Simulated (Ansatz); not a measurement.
Working through an atomisation energy of C₂H₆FSb, SMILES [CH3][Sb]([CH3])[F]

Computed with Ansatz 0.2.0, Python API.

Run as a notebook:

**Cell 1**
```python
from collections import Counter
from dataclasses import dataclass

import ansatz as az
```

**Cell 2**
```python
@dataclass
class Options:
    basis: str = "def2-SVP"
    xc: str = "pbe0"
```

**Cell 3**
```python
cfg = Options()


def energy(molecule, charge=0, unpaired=0):
    calc = (
        molecule.calculation()
        .basis(gaussian=cfg.basis)
        .functional(cfg.xc)
    )
    if charge:
        calc = calc.charge(charge)
    if unpaired:
        calc = calc.spin("collinear", total=unpaired)
    return calc.run().report["free_energy_ev"]
```

**Cell 4**
```python
geometry_ang = [
    ("C", (-0.2069, 1.3139, -0.7396)),
    ("Sb", (0.304, -0.6978, -1.1365)),
    ("C", (0.5595, -1.0864, 0.9594)),
    ("F", (-1.5192, -1.2912, -1.066)),
    ("H", (-1.01, 1.3873, 0.0415)),
    ("H", (0.6412, 1.9516, -0.4467)),
    ("H", (-0.6562, 1.8043, -1.67)),
    ("H", (1.5493, -0.5566, 1.3167)),
    ("H", (0.7007, -2.1637, 1.1754)),
    ("H", (-0.2793, -0.7127, 1.5688)),
]
system = az.Crystal.molecule()
for symbol, xyz in geometry_ang:
    system = system.atom(symbol, xyz)
```

**Cell 5**
```python
# Hund ground states
unpaired = {"C": 2, "Sb": 3, "F": 1, "H": 1}
counts = Counter(site.symbol for site in system.cartesian_sites)
atom_energy = {s: energy(az.Crystal.molecule().atom(s, (0, 0, 0)), 0, unpaired[s]) for s in counts}
whole = energy(system, 0, 0)
for s, e in atom_energy.items():
    print(f"{s:2s} x{counts[s]}  {e:14.5f} eV")
print(f"C2H6FSb: {whole:.5f} eV")
split = sum(counts[s] * e for s, e in atom_energy.items()) - whole
print(f"atomisation energy (no zero-point term): {split:.3f} eV, {split / sum(counts.values()):.3f} eV an atom")
```
Output:
```text
C  x2     -1027.52001 eV
Sb x1     -6536.66925 eV
F  x1     -2708.86787 eV
H  x6       -13.61361 eV
C2H6FSb: -11417.74844 eV
atomisation energy (no zero-point term): 35.490 eV, 3.549 eV an atom
```

35.490 eV from the electronic energies, without the zero-point term.

Reading the output:
- The settings weren't tested for convergence.
- The geometry is a force-field or estimated start, not a minimum of this method, and the basis set is short of its limit. All parts are taken at fixed geometry, without zero-point energy.
- def2 sets replace the cores of elements past krypton by effective core potentials.
- The spin-orbit lowering of heavy atoms is left out.
- Timing: 4 s on 1 thread of Arm Neoverse V1, on a shared host, peak memory 0.24 GiB.
